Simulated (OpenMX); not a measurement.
# NbSi in OpenMX: the effect of biaxial strain

NbSi:

```
CELL_PARAMETERS angstrom
3.03018 0.00000 0.00000
0.00000 3.03018 0.00000
0.00000 0.00000 3.15644
ATOMIC_POSITIONS crystal
Nb 0.00000 0.00000 0.00000
Si 0.50000 0.50000 0.50000
```

The cell was built by a generator and needn't be a form met in nature.

Alike in all runs:

| Property | Result |
| --- | --- |
| Program | OpenMX 3.8.5 |
| Task | band structure |
| Functional | PBE |
| Potentials or basis | OpenMX 2013 PBE set, Nb7.0-s3p2d2, Si7.0-s2p2d1, grid cutoff 400 Ry |
| k mesh | 7 × 7 × 7 |
| Occupations | fermi-dirac, width 0.05 eV |
| Spin | no spin polarisation |

Question: One run gave: pressure 20.3 GPa. Which biaxial strain did it use?
A. -2 %
B. 0 %
C. 4 %
D. 2 %
E. -4 %

Answer: E.

```tsv
biaxial strain	pressure (GPa)
-4 %	20.3
-2 %	11.0
0 %	3.1
2 %	-3.5
4 %	-9.0
```

Caveats: the basis of atomic orbitals isn't converged, which shifts pressures, moduli and gaps.
